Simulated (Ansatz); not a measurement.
C2H7AlBNO, SMILES CB1C(O)[N]1[AlH2], a geometry optimisation

Computed with Ansatz 0.2.0, Python API.

The cells in order, each with its output:

```python
from dataclasses import dataclass
import itertools
import warnings

import ansatz as az
from ase.data import atomic_numbers, covalent_radii
import numpy as np
```

```python
@dataclass
class RunConfig:
    basis: str = "def2-SVP"
    xc: str = "r2scan"
```

```python
opts = RunConfig()
```

```python
warnings.simplefilter("ignore", az.DeckWarning)
```

```python
geometry_ang = [
    ("C", (-0.952, -1.6766, -0.8377)),
    ("B", (-0.5012, -0.3853, -0.016)),
    ("C", (0.2434, 0.2873, 1.1438)),
    ("O", (-0.3345, 0.2317, 2.3695)),
    ("N", (-0.3745, 1.1593, 0.2247)),
    ("Al", (0.8115, 1.8419, -1.1219)),
    ("H", (-2.0826, -1.6327, -0.8725)),
    ("H", (-0.5661, -1.55, -1.8904)),
    ("H", (-0.6342, -2.5477, -0.3293)),
    ("H", (1.3922, 0.2958, 1.2014)),
    ("H", (-0.0189, -0.5448, 2.8808)),
    ("H", (2.2032, 1.0571, -1.3584)),
    ("H", (0.834, 3.4291, -1.3792)),
]
molecule = az.Crystal.molecule()
for symbol, xyz in geometry_ang:
    molecule = molecule.atom(symbol, xyz)
```

```python
job = (
    molecule.calculation()
    .basis(gaussian=opts.basis)
    .functional(opts.xc)
)
symbols = [site.symbol for site in molecule.cartesian_sites]
start = np.array([site.position_ang for site in molecule.cartesian_sites], dtype=float)
def progress(event):
    if event["event"] == "relax_step":
        row = event["data"]
        print(f"step {row['step']:3d}  E = {row['lagrangian_ev']:.6f} eV  largest force component {row['allowed_force_max_ev_ang']:.4f} eV/A")
```

```python
report = job.relax(force_tolerance=0.02).session().plan().execute(on_event=progress).report
end = np.array(report["positions_ang"])

print(f"E = {report['free_energy_ev']:.6f} eV = {report['free_energy_ev'] / 27.211386246:.7f} Ha")
print("converged:", report["converged"], " doubts:", report["published_state_doubts"] or "none")
```

    step   1  E = -12985.491564 eV  largest force component 3.4386 eV/A
    step   2  E = -12986.315244 eV  largest force component 2.2501 eV/A
    step   3  E = -12986.663052 eV  largest force component 0.8410 eV/A
    step   4  E = -12986.785267 eV  largest force component 0.8001 eV/A
    step   5  E = -12986.867486 eV  largest force component 0.4380 eV/A
    step   6  E = -12986.940577 eV  largest force component 0.4416 eV/A
    step   7  E = -12986.995845 eV  largest force component 0.4059 eV/A
    step   8  E = -12987.043685 eV  largest force component 0.5517 eV/A
    step   9  E = -12987.075087 eV  largest force component 0.6984 eV/A
    step  10  E = -12987.135939 eV  largest force component 0.3109 eV/A
    step  11  E = -12987.176317 eV  largest force component 0.1846 eV/A
    step  12  E = -12987.208551 eV  largest force component 0.3285 eV/A
    step  13  E = -12987.238121 eV  largest force component 0.2150 eV/A
    step  14  E = -12987.261090 eV  largest force component 0.0929 eV/A
    step  15  E = -12987.274990 eV  largest force component 0.2828 eV/A
    step  16  E = -12987.262916 eV  largest force component 0.4101 eV/A
    step  17  E = -12987.284875 eV  largest force component 0.0999 eV/A
    step  18  E = -12987.290219 eV  largest force component 0.0690 eV/A
    step  19  E = -12987.294188 eV  largest force component 0.1334 eV/A
    step  20  E = -12987.296637 eV  largest force component 0.0962 eV/A
    step  21  E = -12987.295445 eV  largest force component 0.1301 eV/A
    step  22  E = -12987.297767 eV  largest force component 0.0376 eV/A
    step  23  E = -12987.300667 eV  largest force component 0.0550 eV/A
    step  24  E = -12987.301814 eV  largest force component 0.0898 eV/A
    step  25  E = -12987.302624 eV  largest force component 0.0438 eV/A
    step  26  E = -12987.299195 eV  largest force component 0.3236 eV/A
    step  27  E = -12987.303011 eV  largest force component 0.0134 eV/A
    step  28  E = -12987.303087 eV  largest force component 0.0402 eV/A
    step  29  E = -12987.303264 eV  largest force component 0.0190 eV/A
    E = -12987.303278 eV = -477.2745924 Ha
    converged: True  doubts: none

```python
# pairs closer than 1.2 times the sum of covalent radii, before or after
radius = [covalent_radii[atomic_numbers[s]] for s in symbols]
span = lambda where, i, j: np.linalg.norm(where[i] - where[j])
bonded = [(i, j) for i, j in itertools.combinations(range(len(symbols)), 2) if min(span(start, i, j), span(end, i, j)) < 1.2 * (radius[i] + radius[j])]
print("pair        before    after (A)")
for i, j in bonded:
    print(f"{symbols[i]}{i}-{symbols[j]}{j}".ljust(10), f"{span(start, i, j):8.4f} {span(end, i, j):8.4f}")
for first, second in list(itertools.combinations(bonded, 2)):
    shared = set(first) & set(second)
    if shared and symbols[(j := shared.pop())] != "H":
        i, k = sorted((set(first) | set(second)) - {j})
        u, v = end[i] - end[j], end[k] - end[j]
        angle = np.degrees(np.arccos(np.clip(u @ v / np.linalg.norm(u) / np.linalg.norm(v), -1, 1)))
        print(f"final angle {symbols[i]}{i}-{symbols[j]}{j}-{symbols[k]}{k}: {angle:.2f} deg")
```

    pair        before    after (A)
    C0-B1        1.5956   1.5536
    C0-H6        1.1320   1.1039
    C0-H7        1.1283   1.1012
    C0-H8        1.0575   1.1034
    B1-C2        1.5336   1.5433
    B1-N4        1.5684   1.3871
    C2-O3        1.3562   1.3963
    C2-N4        1.4096   1.5121
    C2-H9        1.1503   1.0990
    O3-H10       0.9818   0.9655
    N4-Al5       1.9199   1.8003
    Al5-H11      1.6151   1.5830
    Al5-H12      1.6081   1.5848
    final angle B1-C0-H6: 110.39 deg
    final angle B1-C0-H7: 113.31 deg
    final angle B1-C0-H8: 110.38 deg
    final angle C0-B1-C2: 154.23 deg
    final angle C0-B1-N4: 143.69 deg
    final angle H6-C0-H7: 108.29 deg
    final angle H6-C0-H8: 105.54 deg
    final angle H7-C0-H8: 108.61 deg
    final angle C2-B1-N4: 61.86 deg
    final angle B1-C2-O3: 125.27 deg
    final angle B1-C2-N4: 53.99 deg
    final angle B1-C2-H9: 124.82 deg
    final angle B1-N4-C2: 64.15 deg
    final angle B1-N4-Al5: 160.43 deg
    final angle O3-C2-N4: 116.57 deg
    final angle O3-C2-H9: 108.51 deg
    final angle C2-O3-H10: 108.73 deg
    final angle N4-C2-H9: 113.71 deg
    final angle C2-N4-Al5: 134.99 deg
    final angle N4-Al5-H11: 117.93 deg
    final angle N4-Al5-H12: 118.33 deg
    final angle H11-Al5-H12: 123.73 deg

Total energies depend on the basis set; only differences at equal settings carry meaning. The end point is the stationary point reached from this start; no frequency run checks that it is a minimum, and the basis set is modest. Hardware and time: 4.3 min on 1 thread of Arm Neoverse V2 (shared host), peak memory 0.28 GiB.
